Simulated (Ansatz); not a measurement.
Runs of Ansatz 0.2.0 on SiF. The structure is trigonal, space group R-3m (No. 166). The conventional cell has a = 2.677 Å, b = 2.677 Å, c = 11.695 Å, α = 90.00°, β = 90.00°, γ = 120.00°. Si (site symmetry -3m) is surrounded by 6 F at 2.49 Å and 6 Si at 2.68 Å. Around F (site symmetry -3m) lie 6 Si at 2.49 Å and 6 F at 2.68 Å. The cell was built by a generator and needn't be a form met in nature.

```csv
task,level,potentials or basis,k mesh,cutoff (eV),smearing,phonons,basis error allowed,mesh quality,gap on the mesh (eV),pressure (GPa)
single point,PBE,"all-electron LAPW, scalar-relativistic",7 × 7 × 7,200,fermi-dirac 0.04 eV,-,0.002 eV/atom,coarse,none,(a)
elastic constants,PBE,"all-electron LAPW, scalar-relativistic",9 × 9 × 9,212,fermi-dirac 0.05 eV,-,0.002 eV/atom,coarse,none,0.0
phonons,PBE,"all-electron LAPW, scalar-relativistic",12 × 12 × 12,212,fermi-dirac 0.05 eV,-,0.002 eV/atom,not flagged,none,-
phonons,PBEsol,all-electron PAW datasets made for the crystal,12 × 12 × 12,270,fermi-dirac 0.05 eV,method dfpt,-,not flagged,none,-
```

Alike in all rows: no spin polarisation; cell as given.

Q: Fill in the values left out.

A: (a) -0.2.

Caveats: some runs use coarse meshes; an odd number of electrons without spin polarisation forces a metal; a magnetic or distorted state may lie lower; a metal's response needs a denser mesh (some runs); the k mesh is thin for a metal, which can move the energy by tens of meV per atom (some runs); some modes are imaginary (some runs); the elastic tensor has a negative eigenvalue, so either the cell is unstable as it stands or the mesh is too thin (some runs); the program warned that the printed levels may be off, so bands, gaps and densities of states are rough (some runs).

A gap of «none» marks a metal or a gap under the smearing width.

The runs don't all hold the same shells in valence.
